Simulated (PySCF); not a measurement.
**SnSiH4ClF (SMILES [F][SnH]([SiH3])[Cl]): levels of theory compared**

We compute a comparison of 6 runs (HF/3-21G, HF/def2-SVP, SVWN5/3-21G, PBE/def2-SVP, PBE0/def2-SVP, MP2/def2-TZVP) of SnSiH4ClF. 

Program for the calculation: PySCF 2.14.0.

## (1) Starting point

SnSiH4ClF: 8 atoms, total charge 0, spin state singlet. SMILES: `[F][SnH]([SiH3])[Cl]`. The shape is that of a PBE0-D4/def2-TZVP optimisation.

Bond lengths: F1–Sn2 1.922 Å, Sn2–Si3 2.562 Å, Sn2–Cl4 2.326 Å, Sn2–H5 1.703 Å, Si3–H6 1.483 Å, Si3–H7 1.483 Å, Si3–H8 1.481 Å. Some angles: F1–Sn2–Si3 106.4°, F1–Sn2–Cl4 104.0°, Si3–Sn2–Cl4 108.4°, F1–Sn2–H5 104.3°, Si3–Sn2–H5 125.0°, Cl4–Sn2–H5 106.7°, Sn2–Si3–H6 108.7°, Sn2–Si3–H7 107.9°, Sn2–Si3–H8 107.4°, H6–Si3–H7 110.5°.

## (2) Energy and gradient at HF/3-21G (run 1)

calc.py

```python
import pyscf.grad
from pyscf import gto, scf

molecule = gto.Mole()
molecule.atom = [
    ('F', (-2.164400, 1.207300, 0.065000)),
    ('Sn', (-0.491100, 0.743900, -0.760400)),
    ('Si', (0.772400, -0.710700, 0.928600)),
    ('Cl', (-1.103700, -0.588800, -2.566200)),
    ('H', (0.081000, 2.212200, -1.406000)),
    ('H', (1.077500, 0.107800, 2.127500)),
    ('H', (2.025400, -1.174900, 0.284900)),
    ('H', (-0.104900, -1.854000, 1.270900)),
]
molecule.verbose = 4
molecule.charge = 0
molecule.max_memory = 1860
molecule.basis = '3-21g'
molecule.build()

mf = scf.RHF(molecule)
mf.conv_tol = 1e-10
mf.kernel()
if not mf.converged:
    mf = mf.newton().run(mf.mo_coeff, mf.mo_occ)

e_final = mf.e_tot
print('E = %.10f Eh' % e_final)
grad = mf.Gradients().kernel()
mf.analyze()
```

Started as:

```console
OMP_NUM_THREADS=1 python calc.py
```

Output:

```text
PySCF version 2.14.0

[... 78 lines left out ...]
One-electron Energy =               -10656.638813180554280
[... 8 lines left out ...]
MO #4   energy= -145.439260648918  occ= 2
[... 6 lines left out ...]
MO #11  energy= -26.9767171363913  occ= 2
[... 6 lines left out ...]
MO #18  energy= -10.4860762956505  occ= 2
[... 6 lines left out ...]
MO #25  energy= -4.23522649765298  occ= 2
[... 6 lines left out ...]
MO #32  energy= -1.48551456797196  occ= 2
[... 6 lines left out ...]
MO #39  energy= -0.587339046668566 occ= 2
[... 6 lines left out ...]
MO #46  energy= -0.459755965928584 occ= 2
[... 6 lines left out ...]
MO #53  energy= 0.210974706561796  occ= 0
[... 6 lines left out ...]
MO #60  energy= 0.468354603170848  occ= 0
[... 6 lines left out ...]
MO #67  energy= 1.29640494334582   occ= 0
[... 6 lines left out ...]
MO #74  energy= 3.69185707934353   occ= 0
[... 46 lines left out ...]
pop of  2 Si 2px          1.99982
pop of  2 Si 2py          1.99982
pop of  2 Si 2pz          1.99982
pop of  2 Si 3px          0.88728
pop of  2 Si 3py          0.90696
pop of  2 Si 3pz          0.90226
pop of  2 Si 4px          0.01055
pop of  2 Si 4py          0.00950
pop of  2 Si 4pz          0.00964
pop of  3 Cl 1s           1.99999
pop of  3 Cl 2s           1.99973
pop of  3 Cl 3s           1.88452
pop of  3 Cl 4s           0.00366
pop of  3 Cl 2px          1.99994
pop of  3 Cl 2py          1.99992
pop of  3 Cl 2pz          1.99991
pop of  3 Cl 3px          1.92468
pop of  3 Cl 3py          1.85081
pop of  3 Cl 3pz          1.75598
pop of  3 Cl 4px          0.00181
pop of  3 Cl 4py          0.00185
pop of  3 Cl 4pz          0.00186
pop of  4 H 1s            1.12227
pop of  4 H 2s            0.00250
pop of  5 H 1s            1.06613
pop of  5 H 2s            0.00167
pop of  6 H 1s            1.06684
pop of  6 H 2s            0.00176
pop of  7 H 1s            1.05495
pop of  7 H 2s            0.00166
 ** Mulliken atomic charges  **
charge of    0F =     -0.53463
charge of    1Sn =      1.09406
charge of    2Si =      0.18300
charge of    3Cl =     -0.42465
charge of    4H =     -0.12477
charge of    5H =     -0.06780
charge of    6H =     -0.06860
charge of    7H =     -0.05661
Dipole moment(X, Y, Z, Debye):  3.85968,  0.89694,  2.25275
```

It took 13 s on 1 thread of Intel Xeon at 2.50GHz (Skylake/Cascade Lake), shared host; peak memory 0.15 GiB.

## (3) Energy and forces at HF/def2-SVP (core potential) (run 2)

geometry.xyz

```xyz
8
ClFH4SiSn
F     -2.164400     1.207300     0.065000
Sn    -0.491100     0.743900    -0.760400
Si     0.772400    -0.710700     0.928600
Cl    -1.103700    -0.588800    -2.566200
H      0.081000     2.212200    -1.406000
H      1.077500     0.107800     2.127500
H      2.025400    -1.174900     0.284900
H     -0.104900    -1.854000     1.270900
```

job.py

```python
import pyscf.grad
from pyscf import gto

mol = gto.M(
    atom='geometry.xyz',
    ecp={'Sn': 'def2-svp'},
    basis='def2-svp',
    max_memory=1860,
    verbose=3,
    spin=0,
)

mf = mol.RHF()
mf.conv_tol = 1e-10
mf.kernel()
if not mf.converged:
    mf = mf.newton().run(mf.mo_coeff, mf.mo_occ)

e_tot = mf.e_tot
print('E = %.10f Eh' % e_tot)
grad = mf.Gradients().kernel()
dip = mf.dip_moment()
pop, q = mf.mulliken_pop()
```

Started as:

```console
OMP_NUM_THREADS=1 python job.py
```

Output:

```text
converged SCF energy = -1063.29486875976
E = -1063.2948687598 Eh
--------------- RHF gradients ---------------
         x                y                z
0 F     0.0019453943    -0.0007024205    -0.0007882139
1 Sn    -0.0007619631    -0.0082471005    -0.0017366380
2 Si    -0.0034707864     0.0025751041    -0.0039662060
3 Cl     0.0024670897     0.0050378048     0.0072308274
4 H    -0.0001737403     0.0013270550    -0.0009794458
5 H     0.0001108416     0.0015854910     0.0013146315
6 H     0.0013559774    -0.0001969416    -0.0013229206
7 H    -0.0014728132    -0.0013789923     0.0002479653
----------------------------------------------
Dipole moment(X, Y, Z, Debye):  3.85532,  0.04589,  1.48594
 ** Mulliken pop  **
pop of  0 F 1s            1.99162
pop of  0 F 2s            1.10477
pop of  0 F 3s            0.86636
pop of  0 F 2px           1.05026
pop of  0 F 2py           1.13899
pop of  0 F 2pz           1.12140
pop of  0 F 3px           0.74325
pop of  0 F 3py           0.78596
pop of  0 F 3pz           0.78045
pop of  0 F 3dxy          0.00067
pop of  0 F 3dyz          0.00019
pop of  0 F 3dz^2         0.00038
pop of  0 F 3dxz          0.00098
pop of  0 F 3dx2-y2       0.00086
pop of  1 Sn 4s           1.59999
pop of  1 Sn 5s           0.41548
pop of  1 Sn 6s           0.94630
pop of  1 Sn 7s           0.12900
pop of  1 Sn 4px          1.08592
pop of  1 Sn 4py          1.08043
pop of  1 Sn 4pz          1.08351
pop of  1 Sn 5px          0.91482
pop of  1 Sn 5py          0.92234
pop of  1 Sn 5pz          0.91778
pop of  1 Sn 6px          0.33657
pop of  1 Sn 6py          0.50102
pop of  1 Sn 6pz          0.42163
pop of  1 Sn 7px          0.08478
pop of  1 Sn 7py          0.11899
pop of  1 Sn 7pz          0.08818
pop of  1 Sn 4dxy         1.95916
pop of  1 Sn 4dyz         1.95678
pop of  1 Sn 4dz^2        1.95751
pop of  1 Sn 4dxz         1.96032
pop of  1 Sn 4dx2-y2      1.95730
pop of  1 Sn 5dxy         0.09422
pop of  1 Sn 5dyz         0.10523
pop of  1 Sn 5dz^2        0.08402
pop of  1 Sn 5dxz         0.09576
pop of  1 Sn 5dx2-y2      0.07774
pop of  2 Si 1s           1.99941
pop of  2 Si 2s           1.99049
pop of  2 Si 3s           0.96212
pop of  2 Si 4s           0.24724
pop of  2 Si 2px          1.98088
pop of  2 Si 2py          1.98077
pop of  2 Si 2pz          1.98061
pop of  2 Si 3px          0.42214
pop of  2 Si 3py          0.41587
pop of  2 Si 3pz          0.41088
pop of  2 Si 4px          0.36504
pop of  2 Si 4py          0.38342
pop of  2 Si 4pz          0.37320
pop of  2 Si 3dxy         0.04565
pop of  2 Si 3dyz         0.04664
pop of  2 Si 3dz^2        0.02002
pop of  2 Si 3dxz         0.03410
pop of  2 Si 3dx2-y2      0.01829
pop of  3 Cl 1s           1.99947
pop of  3 Cl 2s           1.99161
pop of  3 Cl 3s           1.19407
pop of  3 Cl 4s           0.77624
pop of  3 Cl 2px          1.98148
pop of  3 Cl 2py          1.98068
pop of  3 Cl 2pz          1.97968
pop of  3 Cl 3px          0.72023
pop of  3 Cl 3py          0.69331
pop of  3 Cl 3pz          0.65669
pop of  3 Cl 4px          1.19638
pop of  3 Cl 4py          1.13733
pop of  3 Cl 4pz          1.07577
pop of  3 Cl 3dxy         0.00131
pop of  3 Cl 3dyz         0.00592
pop of  3 Cl 3dz^2        0.00325
pop of  3 Cl 3dxz         0.00237
pop of  3 Cl 3dx2-y2      0.00125
pop of  4 H 1s            0.68137
pop of  4 H 2s            0.45706
pop of  4 H 2px           0.00128
pop of  4 H 2py           0.00730
pop of  4 H 2pz           0.00182
pop of  5 H 1s            0.73489
pop of  5 H 2s            0.35677
pop of  5 H 2px           0.00109
pop of  5 H 2py           0.00350
pop of  5 H 2pz           0.00715
pop of  6 H 1s            0.73540
pop of  6 H 2s            0.35829
pop of  6 H 2px           0.00757
pop of  6 H 2py           0.00171
pop of  6 H 2pz           0.00247
pop of  7 H 1s            0.73275
pop of  7 H 2s            0.34294
pop of  7 H 2px           0.00406
pop of  7 H 2py           0.00659
pop of  7 H 2pz           0.00127
 ** Mulliken atomic charges  **
charge of    0F =     -0.58615
charge of    1Sn =      1.10522
charge of    2Si =      0.32324
charge of    3Cl =     -0.39704
charge of    4H =     -0.14883
charge of    5H =     -0.10339
charge of    6H =     -0.10544
charge of    7H =     -0.08761
```

Wall time 26 s (1 thread of Intel Xeon at 2.50GHz (Skylake/Cascade Lake), shared host); peak memory 0.2 GiB.

## (4) Energy and forces at SVWN5/3-21G (run 3)

job.py

```python
from pyscf import gto, dft

mol = gto.Mole()
mol.atom = '''
F     -4.090123     2.281466     0.122832
Sn    -0.928044     1.405767    -1.436948
Si     1.459624    -1.343028     1.754800
Cl    -2.085691    -1.112671    -4.849415
H      0.153068     4.180452    -2.656955
H      2.036180     0.203712     4.020392
H      3.827451    -2.220239     0.538383
H     -0.198232    -3.503552     2.401653
'''
mol.charge = 0
mol.verbose = 3
mol.unit = 'bohr'
mol.max_memory = 1860
mol.spin = 0
mol.basis = '3-21g'
mol.build()

mf = dft.RKS(mol)
mf.xc = 'svwn'
mf.grids.level = 5
mf.conv_tol = 1e-10
mf.kernel()
if not mf.converged:
    mf = mf.newton().run(mf.mo_coeff, mf.mo_occ)

energy = mf.e_tot
print('E = %.10f Eh' % energy)
grad = mf.nuc_grad_method().kernel()
mf.analyze()
```

Started as:

```console
OMP_NUM_THREADS=1 python job.py
```

Output:

```text
converged SCF energy = -6837.76980390022
E = -6837.7698039002 Eh
--------------- RKS gradients ---------------
         x                y                z
0 F    -0.0035883110     0.0003445594     0.0030371894
1 Sn     0.0060365363    -0.0038065776    -0.0275224099
2 Si     0.0026329470    -0.0062036804     0.0089899965
3 Cl     0.0042309957     0.0125798761     0.0167583453
4 H    -0.0053774350    -0.0087257764     0.0050463783
5 H    -0.0017565747    -0.0043080827    -0.0071439342
6 H    -0.0069188567     0.0032652193     0.0030443627
7 H     0.0047279565     0.0068939438    -0.0021539686
----------------------------------------------
**** MO energy ****
MO #1   energy= -1020.39792579271  occ= 2
MO #2   energy= -150.835144740822  occ= 2
MO #3   energy= -140.673149712047  occ= 2
MO #4   energy= -140.67294896915   occ= 2
MO #5   energy= -140.672310641797  occ= 2
MO #6   energy= -99.580204081581   occ= 2
MO #7   energy= -64.6579929147975  occ= 2
MO #8   energy= -29.0847457401635  occ= 2
MO #9   energy= -24.8117033732148  occ= 2
MO #10  energy= -24.8104969610323  occ= 2
MO #11  energy= -24.8091369149301  occ= 2
MO #12  energy= -23.916836391497   occ= 2
MO #13  energy= -17.5681597627936  occ= 2
MO #14  energy= -17.5669997270317  occ= 2
MO #15  energy= -17.5660737853556  occ= 2
MO #16  energy= -17.5656697871536  occ= 2
MO #17  energy= -17.5652867513856  occ= 2
MO #18  energy= -9.0514057888659   occ= 2
MO #19  energy= -6.92453973114203  occ= 2
MO #20  energy= -6.9156411824877   occ= 2
MO #21  energy= -6.91511982018394  occ= 2
MO #22  energy= -5.00979588623656  occ= 2
MO #23  energy= -4.60042240954647  occ= 2
MO #24  energy= -3.45163116805281  occ= 2
MO #25  energy= -3.45060260661548  occ= 2
MO #26  energy= -3.45054106205929  occ= 2
MO #27  energy= -3.18910958694518  occ= 2
MO #28  energy= -3.18541094239904  occ= 2
MO #29  energy= -3.183702767433    occ= 2
MO #30  energy= -1.08608346560014  occ= 2
MO #31  energy= -1.06489030957768  occ= 2
MO #32  energy= -1.05984033085746  occ= 2
MO #33  energy= -1.05826608141109  occ= 2
MO #34  energy= -1.05618889326611  occ= 2
MO #35  energy= -0.978277850547203 occ= 2
MO #36  energy= -0.739200716696064 occ= 2
MO #37  energy= -0.534187595385072 occ= 2
MO #38  energy= -0.459837155106946 occ= 2
MO #39  energy= -0.359050503050611 occ= 2
MO #40  energy= -0.355883811578867 occ= 2
MO #41  energy= -0.340729165987577 occ= 2
MO #42  energy= -0.339087637363864 occ= 2
MO #43  energy= -0.330650390465435 occ= 2
MO #44  energy= -0.291752618665255 occ= 2
MO #45  energy= -0.286162069382499 occ= 2
MO #46  energy= -0.2825582185975   occ= 2
MO #47  energy= -0.264512395768754 occ= 2
MO #48  energy= -0.0712922682498407 occ= 0
MO #49  energy= -0.0577507489477909 occ= 0
MO #50  energy= -0.0490431660746276 occ= 0
MO #51  energy= 0.0213427929155765 occ= 0
MO #52  energy= 0.0396394308755257 occ= 0
MO #53  energy= 0.0448331318263469 occ= 0
MO #54  energy= 0.0882452049235605 occ= 0
MO #55  energy= 0.141701586827053  occ= 0
MO #56  energy= 0.180492264300487  occ= 0
MO #57  energy= 0.199918305493004  occ= 0
MO #58  energy= 0.231306265161598  occ= 0
MO #59  energy= 0.253646940315825  occ= 0
MO #60  energy= 0.264901444171393  occ= 0
MO #61  energy= 0.275173676880362  occ= 0
MO #62  energy= 0.437164543673881  occ= 0
MO #63  energy= 0.527570082550199  occ= 0
MO #64  energy= 0.569225256283393  occ= 0
MO #65  energy= 0.590490315883945  occ= 0
MO #66  energy= 0.686972431794855  occ= 0
MO #67  energy= 1.00461425188023   occ= 0
MO #68  energy= 1.02416906837274   occ= 0
MO #69  energy= 1.03175750215543   occ= 0
MO #70  energy= 1.03888332574859   occ= 0
MO #71  energy= 1.78205058194268   occ= 0
MO #72  energy= 1.81572235543793   occ= 0
MO #73  energy= 1.90029437764381   occ= 0
MO #74  energy= 3.16447131796545   occ= 0
 ** Mulliken atomic charges  **
charge of    0F =     -0.35893
charge of    1Sn =      0.74730
charge of    2Si =     -0.01641
charge of    3Cl =     -0.33494
charge of    4H =     -0.04628
charge of    5H =      0.00002
charge of    6H =      0.00070
charge of    7H =      0.00855
Dipole moment(X, Y, Z, Debye):  2.95458,  0.76161,  2.04528
```

Run time: 27 s. Hardware: 1 thread of Intel Xeon at 2.50GHz (Skylake/Cascade Lake), shared host; peak memory 0.41 GiB.

Runs 4 to 5 aren't shown in full; the table further down has their settings and results.

## (5) Energy and forces at MP2/def2-TZVP (core potential) (run 6)

input.py

```python
# [F][SnH]([SiH3])[Cl]
from pyscf import gto, mp

molecule = gto.Mole()
molecule.atom = '''
F   -2.164400   1.207300   0.065000
Sn  -0.491100   0.743900  -0.760400
Si   0.772400  -0.710700   0.928600
Cl  -1.103700  -0.588800  -2.566200
H    0.081000   2.212200  -1.406000
H    1.077500   0.107800   2.127500
H    2.025400  -1.174900   0.284900
H   -0.104900  -1.854000   1.270900
'''
molecule.max_memory = 1860
molecule.ecp = {'Sn': 'def2-svp'}
molecule.basis = 'def2-tzvp'
molecule.spin = 0
molecule.verbose = 4
molecule.build()

hf = molecule.RHF()
hf.conv_tol = 1e-10
hf.kernel()
if not hf.converged:
    hf = hf.newton().run(hf.mo_coeff, hf.mo_occ)

pt = mp.MP2(hf, frozen=15).run()
e_final = pt.e_tot
print('Final energy', e_final)
grad = pt.nuc_grad_method().kernel()
dip = hf.dip_moment()
pop, q = hf.mulliken_pop()
```

Started as:

```console
OMP_NUM_THREADS=1 python input.py
```

Output:

```text
PySCF version 2.14.0

[... 66 lines left out ...]
converged SCF energy = -1063.69837852922
[... 8 lines left out ...]
Final energy -1064.5694155089545
[... 8 lines left out ...]
Dipole moment(X, Y, Z, Debye):  3.82348, -0.03134,  1.59807
[... 149 lines left out ...]
pop of  3 Cl 4f-3         0.00005
pop of  3 Cl 4f-2         0.00029
pop of  3 Cl 4f-1         0.00051
pop of  3 Cl 4f+0         0.00020
pop of  3 Cl 4f+1         0.00018
pop of  3 Cl 4f+2         0.00028
pop of  3 Cl 4f+3         0.00006
pop of  4 H 1s            0.21759
pop of  4 H 2s            0.56956
pop of  4 H 3s            0.25782
pop of  4 H 2px           0.00122
pop of  4 H 2py           0.00617
pop of  4 H 2pz           0.00160
pop of  5 H 1s            0.23643
pop of  5 H 2s            0.55631
pop of  5 H 3s            0.21437
pop of  5 H 2px           0.00104
pop of  5 H 2py           0.00307
pop of  5 H 2pz           0.00613
pop of  6 H 1s            0.23653
pop of  6 H 2s            0.55654
pop of  6 H 3s            0.21461
pop of  6 H 2px           0.00648
pop of  6 H 2py           0.00157
pop of  6 H 2pz           0.00220
pop of  7 H 1s            0.23566
pop of  7 H 2s            0.55714
pop of  7 H 3s            0.20196
pop of  7 H 2px           0.00355
pop of  7 H 2py           0.00570
pop of  7 H 2pz           0.00120
 ** Mulliken atomic charges  **
charge of    0F =     -0.59916
charge of    1Sn =      1.10025
charge of    2Si =      0.05024
charge of    3Cl =     -0.45690
charge of    4H =     -0.05395
charge of    5H =     -0.01735
charge of    6H =     -0.01793
charge of    7H =     -0.00520
```

Wall time 5.9 min (1 thread of Intel Xeon at 2.50GHz (Skylake/Cascade Lake), shared host); peak memory 2.3 GiB.

## (6) The series

```tsv
run	level	core potential	integration grid	energy (Eh)	dipole moment (D) of the reference	HOMO energy (eV)	LUMO energy (eV)	wall time
1	HF/3-21G	–	–	-6842.275904	4.56	-11.25	1.94	13 s
2	HF/def2-SVP (core potential)	def2-svp	–	-1063.294869	4.13	-11.14	2.16	26 s
3	SVWN5/3-21G	–	5	-6837.769804	3.67	-7.20	-1.94	27 s
4	PBE/def2-SVP (core potential)	def2-svp	5	-1065.532813	3.37	-7.02	-1.87	73 s
5	PBE0/def2-SVP (core potential)	def2-svp	5	-1065.614822	3.66	-8.33	-1.01	87 s
6	MP2/def2-TZVP (core potential)	def2-svp	–	-1064.569416	4.14	-11.16	1.76	5.9 min
```

## (7) Summary of results

| quantity | value |
| --- | --- |
| run 6: total energy | -1064.56942 Eh |
| run 6: dipole moment (Hartree–Fock density) | 4.14 D |
| run 6: HOMO energy (Hartree–Fock orbitals) | -11.16 eV |
| run 6: LUMO energy (Hartree–Fock orbitals) | 1.76 eV |
| run 6: HOMO–LUMO gap (Hartree–Fock orbitals) | 12.92 eV |
| run 6: correlation energy (15 core orbitals frozen) | -871.0 mEh |
| run 6: largest force on an atom | 0.276 eV/Å |

**Reading.** Over runs 1, 2, 3, 4, 5 the dipole moment (its size) runs from 3.37 D (PBE/def2-SVP) to 4.56 D (HF/3-21G). The two ends differ in method and basis and core potential. Over runs 1, 2, 3, 4, 5 the HOMO–LUMO gap runs from 5.15 eV (PBE/def2-SVP) to 13.30 eV (HF/def2-SVP). Exact exchange widens orbital gaps. Totals of different functionals can't be ranked against each other. Some runs of one species differ in core potentials or relativity; totals across that change don't compare. In runs 1, 3 relativity is left out where basis or elements ask for it. All runs together took 9.6 min, the longest 5.9 min.
